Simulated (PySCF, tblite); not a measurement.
# C₅H₁₂BN: geometry, infrared bands and NMR shifts

What infrared bands and NMR shifts should C₅H₁₂BN (`[BH3-][N@+]1(C)C=C(C)C1`) show?

Computed with tblite 0.8.0 and PySCF 2.14.0, with density-fitted response routines of our own, on a single molecule in the gas phase. Atoms are numbered from 0 throughout.

### 1 Starting geometry

19 atoms, charge 0, multiplicity 1; geometry from: force field or distance geometry start.

Bonds of the start (Å): B0–N1 1.54, N1–C2 1.43, N1–C3 1.43, C3–C4 1.32, C4–C5 1.50, C4–C6 1.50, C6–N1 1.43, B0–H7 1.21, B0–H8 1.19, B0–H9 1.19, C2–H10 1.13, C2–H11 1.09, C2–H12 1.13, C3–H13 1.10, C5–H14 1.12, C5–H15 1.08, C5–H16 1.11, C6–H17 1.11, C6–H18 1.11.

### 2 Relaxing the molecule with GFN2-xTB

Job settings and geometry (Å):

```
{"job": {"kind": "relax", "xc": "GFN2-xTB", "basis": "xTB"}, "charge": 0, "multiplicity": 1}
B     -1.352800     1.302100     0.651200
N     -0.764600     0.025200     0.030700
C     -1.729100    -0.971900    -0.302600
C      0.250100    -0.504900     0.882700
C      1.199300    -0.216400     0.016500
C      2.690000    -0.356900    -0.097300
C      0.220400     0.367700    -0.951100
H     -0.824500     1.452400     1.733100
H     -1.058300     2.175000    -0.095300
H     -2.535500     1.232400     0.734100
H     -1.962400    -1.006600    -1.407700
H     -1.394700    -1.963300    -0.012800
H     -2.694600    -0.784900     0.263600
H      0.285600    -0.983500     1.870900
H      3.102700     0.554700    -0.596800
H      2.884200    -1.235700    -0.695500
H      3.152000    -0.368200     0.915000
H      0.369400     1.460200    -1.030200
H      0.153100    -0.168200    -1.916100
```

Run with:

```bash
$ OMP_NUM_THREADS=1 python probes_run.py task.json out
```

One launch serves the whole session: the jobs run in the order shown.

**Question.** This job is followed by: GFN2-xTB harmonic vibrations, gas phase; GIAO PBE0/pcSseg-1 NMR shielding, non-relativistic, gas phase. Predict these results of the whole session: strongest single infrared mode (GFN2-xTB); zero-point energy (GFN2-xTB); ¹³C shifts against TMS (PBE0/pcSseg-1); ¹H shifts against TMS (PBE0/pcSseg-1, means over atoms taken as alike); ¹¹B shifts against BF3·OEt2 (PBE0/pcSseg-1); ¹⁵N shifts against NH3 (PBE0/pcSseg-1).

**Answer**, as computed:

| quantity | value |
| --- | --- |
| strongest single infrared mode (GFN2-xTB) | 2428 cm⁻¹, 322 km/mol |
| zero-point energy (GFN2-xTB) | 101.2 kcal/mol |
| ¹³C shifts against TMS (PBE0/pcSseg-1) | 152.2, 143.3, 72.2, 49.5, 15.4 ppm |
| ¹H shifts against TMS (PBE0/pcSseg-1, means over atoms taken as alike) | 6.18, 4.18, 3.53, 2.72, 2.07, 1.92 ppm |
| ¹¹B shifts against BF3·OEt2 (PBE0/pcSseg-1) | -16.6 ppm |
| ¹⁵N shifts against NH3 (PBE0/pcSseg-1) | 82.8 ppm |

What this shows: Over 100 steps the energy fell by 0.931 eV; of the close pairs, B0–N1 changed most, 1.537 to 1.639 Å. All 51 modes are real, so the xTB geometry is a minimum. The strongest single mode, at 2428 cm⁻¹, moves mainly H8 and H7. GFN2-xTB is a fitted tight-binding method: band positions and strengths are rough. Its intensities can rank the bands wrongly. H13 (hydrogen on an alkene CH) lies farthest downfield among hydrogen, at 6.18 ppm; olefinic region. At PBE0/pcSseg-1: Shielding is most anisotropic at C4 (span 221 ppm, paramagnetic term -223 ppm).
